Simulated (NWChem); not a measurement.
# One shape, several levels: doublet [BBrCl2]+

We compute a comparison of 5 runs (UB3LYP/cc-pVDZ, UBHLYP/cc-pVDZ, UCAM-B3LYP/cc-pVDZ, UM06-2X/cc-pVDZ, UPBE0/cc-pVDZ) of doublet [BBrCl2]+. 

The calculation is run with NWChem 7.3.0.

## (1) The system as given

The species is [BBrCl2]+ (4 atoms), meant as a doublet with charge +1. SMILES of the parent species: `ClB(Cl)Br`. The shape is that of a PBE0-D4/def2-TZVP optimisation. That shape belongs to the parent species and isn't relaxed for this state.

Bond lengths: Cl1–B2 1.735 Å, B2–Cl3 1.735 Å, B2–Br4 1.901 Å. Angles: Cl1–B2–Cl3 120.1°, Cl1–B2–Br4 119.9°, Cl3–B2–Br4 119.9°.

## (2) A single-point energy at UB3LYP/cc-pVDZ (run 1)

Contents of run.py:

```python
from ase import Atoms
from ase.calculators.nwchem import NWChem

molecule = Atoms(['Cl', 'B', 'Cl', 'Br'], positions=[
    [0.582100, 0.666000, 1.510800],
    [0.037200, -0.038100, 0.022100],
    [0.444300, -1.679200, -0.365600],
    [-1.008100, 0.991100, -1.187600],
])

calc = NWChem(
    label='work',
    theory='dft',
    memory='2200 mb',
    basis='cc-pVDZ',
    basispar='spherical bse',
    charge=1,
    dft={'xc': 'b3lyp', 'mult': '2', 'grid': 'xfine', 'convergence': 'energy 1e-08', 'iterations': '100', 'mulliken': None},
    task='energy',
)
molecule.calc = calc

print(f"energy = {molecule.get_potential_energy():.6f} eV")
```

Run with:

```sh
$ export ASE_NWCHEM_COMMAND="nwchem PREFIX.nwi > PREFIX.nwo"
$ python run.py
```

What it wrote:

```text
energy = -95761.381411 eV
```

The calculator wrote work.nwi:

```
title "work"

permanent_dir work

scratch_dir work

start work

geometry units angstrom nocenter noautosym noautoz
  Cl 5.8209999999999995e-01 6.6600000000000004e-01 1.5107999999999999e+00
  B  3.7199999999999997e-02 -3.8100000000000002e-02 2.2100000000000002e-02
  Cl 4.4429999999999997e-01 -1.6792000000000000e+00 -3.6559999999999998e-01
  Br -1.0081000000000000e+00 9.9109999999999998e-01 -1.1876000000000000e+00
end

charge 1

memory 2200 mb

basis spherical bse noprint
   * library cc-pVDZ
end

dft
  xc b3lyp
  mult 2
  grid xfine
  convergence energy 1e-08
  iterations 100
  mulliken
end

task dft energy
```

work.nwo:

```text
Northwest Computational Chemistry Package (NWChem) 7.3.0
             --------------------------------------------------------

           Job information
           ---------------

    nwchem branch   = 7.3.0
    use scalapack   = T
    input           = work.nwi
    prefix          = work.
    data base       = work/work.db
    status          = startup
    nproc           =        1

           Memory information
           ------------------

[... 5 lines left out ...]
    hardfail = no
[... 37 lines left out ...]
            Nuclear Dipole moment (a.u.)
[... 72 lines left out ...]
          Convergence on density requested:  1.00D-05
[... 27 lines left out ...]
          Convergence aids based upon iterative change in
[... 31 lines left out ...]
 2-e energy   =    1670.646131
[... 52 lines left out ...]
           Coulomb energy =     1848.532990159931
[... 552 lines left out ...]
                     DFT Final Beta Molecular Orbital Analysis
[... 640 lines left out ...]
     Multipole analysis of the density
     ---------------------------------

     L   x y z        total         alpha         beta         nuclear
     -   - - -        -----         -----         ----         -------
     0   0 0 0      1.000000    -37.000000    -36.000000     74.000000

     1   1 0 0     -0.373996     16.772134     16.205077    -33.351207
[... 8 lines of this table left out ...]
     2   0 0 2    -27.622585   -178.511469   -172.082757    322.971640

 Task  times  cpu:      154.5s     wall:      154.5s
 Total times  cpu:      154.5s     wall:      154.5s
```

Wall time 2.6 min (1 thread of AMD EPYC 7R43 (Zen 3), shared host); peak memory 0.12 GiB.

## (3) The energy at UBHLYP/cc-pVDZ (run 2)

Contents of bbrcl2.nw:

```
start bbrcl2
memory stack 880 mb heap 220 mb global 1100 mb
charge 1
geometry units angstroms noautosym nocenter noautoz
  Cl    0.582100    0.666000    1.510800
  B     0.037200   -0.038100    0.022100
  Cl    0.444300   -1.679200   -0.365600
  Br   -1.008100    0.991100   -1.187600
end
basis spherical bse
  Cl library cc-pVDZ
  B library cc-pVDZ
  Br library cc-pVDZ
end
dft
  xc bhlyp
  mult 2
  grid xfine
  convergence energy 1e-08
  iterations 100
  mulliken
end
task dft
```

Run with:

```sh
$ nwchem bbrcl2.nw > bbrcl2.out
```

What it wrote:

```text
[...]
          Wavefunction type:  spin polarized.
          No. of atoms     :     4
          No. of electrons :    73
[...]
          Charge           :     1
          Spin multiplicity:     2
[...]
          AO basis - number of functions:    77
[...]
              XC Information
              --------------
                        BHLYP Method XC Functional
                     Hartree-Fock (Exact) Exchange  0.500
                        Slater Exchange Functional  0.500 local
                    Becke 1988 Exchange Functional  0.500 non-local
              Lee-Yang-Parr Correlation Functional  1.000
[...]
 d= 0,ls=0.0,diis     1  -3518.9010456766 -3.87D+03  8.68D-03  4.26D-01    17.1
[...]
 d= 0,ls=0.0,diis    16  -3519.0787457559 -6.28D-09  3.53D-08  2.60D-11   180.6
[...]
         Total DFT energy =    -3519.078745755914
      One electron energy =    -5567.154587806114
           Coulomb energy =     1848.251972538496
    Exchange-Corr. energy =     -151.585385061376
 Nuclear repulsion energy =      351.409254573081
[...]
      Total Density - Mulliken Population Analysis
     ---------------------------------------------
    Atom       Charge   Shell Charges
 -----------   ------   -------------------------------------------------------
    1 Cl  17    16.84   2.00  2.03  0.99  0.89  6.00  3.05  1.85  0.03
    2 B    5     4.85   2.01  0.66  0.16  1.51  0.24  0.27
    3 Cl  17    16.84   2.00  2.03  0.99  0.89  6.00  3.05  1.85  0.03
    4 Br  35    34.48   2.00  2.00  2.02  1.14  0.78  6.00  6.01  2.62  1.87  9.96  0.08
[...]
      <S2> =      0.7554 (Exact =     0.7500)
[...]
```

It took 3 min on 1 thread of AMD EPYC 7R43 (Zen 3), shared host; peak memory 0.11 GiB.

## (4) A single-point energy at UCAM-B3LYP/cc-pVDZ (run 3)

Contents of input.xyz:

```xyz
4
BBrCl2 energy
Cl     0.582100     0.666000     1.510800
B      0.037200    -0.038100     0.022100
Cl     0.444300    -1.679200    -0.365600
Br    -1.008100     0.991100    -1.187600
```

Contents of run.py:

```python
from ase.io import read
from ase.calculators.nwchem import NWChem

atoms = read('input.xyz')

calc = NWChem(
    label='input',
    theory='dft',
    memory='2200 mb',
    basis='cc-pVDZ',
    basispar='spherical bse',
    charge=1,
    dft={'xc': 'xcamb88 1.00 lyp 0.81 vwn_5 0.19 hfexch 1.00', 'cam': '0.33 cam_alpha 0.19 cam_beta 0.46', 'mult': '2', 'grid': 'xfine', 'convergence': 'energy 1e-08', 'direct': None, 'iterations': '100', 'mulliken': None},
    task='energy',
)
atoms.calc = calc

print("Total energy (eV):", round(atoms.get_potential_energy(), 6))
```

Run with:

```sh
$ export ASE_NWCHEM_COMMAND="nwchem PREFIX.nwi > PREFIX.nwo"
$ python run.py
```

What it wrote:

```text
Total energy (eV): -95763.12318
```

The calculator wrote input.nwi:

```
title "input"

permanent_dir input

scratch_dir input

start input

geometry units angstrom nocenter noautosym noautoz
  Cl 5.8209999999999995e-01 6.6600000000000004e-01 1.5107999999999999e+00
  B  3.7199999999999997e-02 -3.8100000000000002e-02 2.2100000000000002e-02
  Cl 4.4429999999999997e-01 -1.6792000000000000e+00 -3.6559999999999998e-01
  Br -1.0081000000000000e+00 9.9109999999999998e-01 -1.1876000000000000e+00
end

charge 1

memory 2200 mb

basis spherical bse noprint
   * library cc-pVDZ
end

dft
  xc xcamb88 1.00 lyp 0.81 vwn_5 0.19 hfexch 1.00
  cam 0.33 cam_alpha 0.19 cam_beta 0.46
  mult 2
  grid xfine
  convergence energy 1e-08
  direct
  iterations 100
  mulliken
end

task dft energy
```

input.nwo:

```text
Northwest Computational Chemistry Package (NWChem) 7.3.0
             --------------------------------------------------------

           Job information
           ---------------

    nwchem branch   = 7.3.0
    use scalapack   = T
    input           = input.nwi
    prefix          = input.
    data base       = input/input.db
    status          = startup
    nproc           =        1

           Memory information
           ------------------

[... 5 lines left out ...]
    hardfail = no
[... 37 lines left out ...]
            Nuclear Dipole moment (a.u.)
[... 74 lines left out ...]
          Convergence on density requested:  1.00D-05
[... 32 lines left out ...]
          Convergence aids based upon iterative change in
[... 31 lines left out ...]
 2-e energy   =    1670.646131
[... 52 lines left out ...]
           Coulomb energy =     1848.072254326668
[... 551 lines left out ...]
                     DFT Final Beta Molecular Orbital Analysis
[... 638 lines left out ...]
     Multipole analysis of the density
     ---------------------------------

     L   x y z        total         alpha         beta         nuclear
     -   - - -        -----         -----         ----         -------
     0   0 0 0      1.000000    -37.000000    -36.000000     74.000000

     1   1 0 0     -0.561618     16.844193     15.945396    -33.351207
[... 8 lines of this table left out ...]
     2   0 0 2    -27.656356   -178.591444   -172.036552    322.971640

 Task  times  cpu:      193.2s     wall:      193.2s
 Total times  cpu:      193.2s     wall:      193.2s
```

Wall time 3.2 min (1 thread of AMD EPYC 7R43 (Zen 3), shared host); peak memory 0.14 GiB.

Run 4 isn't shown in full; the table further down has it.

## (5) The energy at UPBE0/cc-pVDZ (run 5)

Contents of geom.nw:

```
start geom
memory stack 880 mb heap 220 mb global 1100 mb
charge 1
geometry noautosym nocenter noautoz
 Cl       0.582100       0.666000       1.510800
 B        0.037200      -0.038100       0.022100
 Cl       0.444300      -1.679200      -0.365600
 Br      -1.008100       0.991100      -1.187600
end
basis "ao basis" spherical bse
 * library cc-pVDZ
end
dft
 xc pbe0
 mult 2
 grid xfine
 convergence energy 1e-08
 iterations 100
 mulliken
 print medium
end
task dft energy
```

Run with:

```sh
$ nwchem geom.nw > geom.out
```

What it wrote:

```text
[...]
          Wavefunction type:  spin polarized.
          No. of atoms     :     4
          No. of electrons :    73
[...]
          Charge           :     1
          Spin multiplicity:     2
[...]
          AO basis - number of functions:    77
[...]
              XC Information
              --------------
                         PBE0 Method XC Functional
                     Hartree-Fock (Exact) Exchange  0.250
          PerdewBurkeErnzerhof Exchange Functional  0.750
            Perdew 1991 LDA Correlation Functional  1.000 local
           PerdewBurkeErnz. Correlation Functional  1.000 non-local
[...]
 d= 0,ls=0.0,diis     1  -3518.2879762742 -3.87D+03  1.12D-02  4.87D-01    17.9
[...]
 d= 0,ls=0.0,diis    14  -3518.4757985971 -1.68D-10  1.47D-07  2.87D-10   146.5
[...]
         Total DFT energy =    -3518.475798597069
      One electron energy =    -5567.415407019400
           Coulomb energy =     1848.462438090105
    Exchange-Corr. energy =     -150.932084240855
 Nuclear repulsion energy =      351.409254573081
[...]
      Total Density - Mulliken Population Analysis
     ---------------------------------------------
    Atom       Charge   Shell Charges
 -----------   ------   -------------------------------------------------------
    1 Cl  17    16.78   2.00  2.03  0.99  0.90  6.00  3.04  1.78  0.03
    2 B    5     4.87   2.01  0.66  0.16  1.54  0.23  0.27
    3 Cl  17    16.78   2.00  2.03  0.99  0.90  6.00  3.04  1.78  0.03
    4 Br  35    34.57   2.00  2.00  2.03  1.13  0.79  6.00  6.01  2.64  1.93  9.95  0.09
[...]
      <S2> =      0.7535 (Exact =     0.7500)
[...]
```

Run time: 2.5 min. Hardware: 1 thread of AMD EPYC 7R43 (Zen 3), shared host; peak memory 0.11 GiB.

## (6) The series

```tsv
run	level	energy (Eh)	HOMO energy (eV)	LUMO energy (eV)	⟨S²⟩	wall time
1	UB3LYP/cc-pVDZ	-3519.165886	-15.08	-13.19	0.753	2.6 min
2	UBHLYP/cc-pVDZ	-3519.078746	-16.08	-12.45	0.755	3 min
3	UCAM-B3LYP/cc-pVDZ	-3519.229895	-16.33	-12.26	0.754	3.2 min
4	UM06-2X/cc-pVDZ	-3519.096683	-16.15	-12.24	0.755	3.3 min
5	UPBE0/cc-pVDZ	-3518.475799	-15.29	-13.13	0.753	2.5 min
```

## (7) Results

| quantity | value |
| --- | --- |
| run 5: total energy | -3518.47580 Eh |
| run 5: HOMO energy (highest over α and β) | -15.29 eV |
| run 5: LUMO energy (lowest over α and β) | -13.13 eV |
| run 5: ⟨S²⟩ | 0.753 |

In words: Totals of different functionals can't be ranked against each other. All runs together took 15 min, the longest 3.3 min.
